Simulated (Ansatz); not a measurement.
# AlCl3H3N: how energies converge with the basis set

One table from this session's results is given with a row withheld; the runs are named, their logs left out.

Computed with Ansatz 0.2.0, Gaussian basis. Level: one geometry, several basis sets.

The runs, in order: PBE0-D4/def2-SVP; ωB97M-V/def2-SVP; PBE0-D4/def2-QZVPP; ωB97M-V/def2-QZVPP; the functionals' def2-TZVPP values are taken from earlier runs.

## The relaxed structure

The geometry comes from an earlier relaxation with PBE0-D4 in a triple-zeta def2 set; it is a stationary point, not always the lowest conformer.

SMILES `[NH3+][Al-]([Cl])([Cl])[Cl]`, 8 atoms, charge 0, spin multiplicity 1.

Atoms are counted from 1 here; the program's logs count them from 0.

Bond lengths: N1–Al2 1.997 Å, N1–H6 1.016 Å, N1–H7 1.016 Å, N1–H8 1.016 Å, Al2–Cl3 2.111 Å, Al2–Cl4 2.111 Å, Al2–Cl5 2.111 Å. Angles: Al2–N1–H6 110.8°, Al2–N1–H7 110.8°, Al2–N1–H8 110.8°, H6–N1–H7 108.1°, H6–N1–H8 108.1°, H7–N1–H8 108.1°, N1–Al2–Cl3 101.0°, N1–Al2–Cl4 101.0°, N1–Al2–Cl5 101.0°, Cl3–Al2–Cl4 116.5°, Cl3–Al2–Cl5 116.4°, Cl4–Al2–Cl5 116.4°.

Geometry (Å):

```xyz
8
AlCl3H3N
N    -0.68869   -0.24372    0.68693
Al    0.69023    0.22204   -0.67983
Cl    2.13237   -1.27828   -0.32430
Cl   -0.43165    0.04648   -2.45964
Cl    1.20446    2.18035   -0.08170
H    -0.29679   -0.20337    1.62385
H    -1.47210    0.40242    0.64448
H    -1.04573   -1.18302    0.53441
```

The first run:

File in.yaml:

```yaml
crystal:
  periodic: [false, false, false]
  atoms:
    - {symbol: N, position_ang: [-0.688690, -0.243721, 0.686926]}
    - {symbol: Al, position_ang: [0.690230, 0.222040, -0.679825]}
    - {symbol: Cl, position_ang: [2.132368, -1.278279, -0.324299]}
    - {symbol: Cl, position_ang: [-0.431648, 0.046484, -2.459636]}
    - {symbol: Cl, position_ang: [1.204458, 2.180348, -0.081697]}
    - {symbol: H, position_ang: [-0.296790, -0.203372, 1.623846]}
    - {symbol: H, position_ang: [-1.472098, 0.402418, 0.644480]}
    - {symbol: H, position_ang: [-1.045729, -1.183018, 0.534405]}
basis:
  gaussian: {orbitals: def2-SVP}
hamiltonian: {xc: pbe0, dispersion: d4}
output: {orbitals: {seedname: orbitals}}
```

Run with:

```sh
> ansatz run in.yaml --threads 4 --pin off --events-out ev --progress --plain --max-ram 10444MiB
```

Among the steps run: PBE0-D4 in def2-SVP; ωB97M-V in def2-SVP; PBE0-D4 in def2-QZVPP; ωB97M-V in def2-QZVPP.

One of the session's tables, all rows but one given; the rest of the session is left out.

It belongs to the step «Functionals by basis». 

| functional | basis | HOMO (eV) |
| --- | --- | --- |
| PBE0-D4 | def2-SVP | -8.27 |
| PBE0-D4 | def2-TZVPP | -8.50 |
| PBE0-D4 | def2-QZVPP | ? |
| ωB97M-V | def2-SVP | -10.45 |
| ωB97M-V | def2-TZVPP | -10.75 |
| ωB97M-V | def2-QZVPP | -10.83 |

Q: Estimate the row for PBE0-D4, def2-QZVPP from the others.

As computed: HOMO (eV): -8.56. In the column «HOMO (eV)» it lies between ωB97M-V, def2-SVP (-10.45) and PBE0-D4, def2-TZVPP (-8.50).
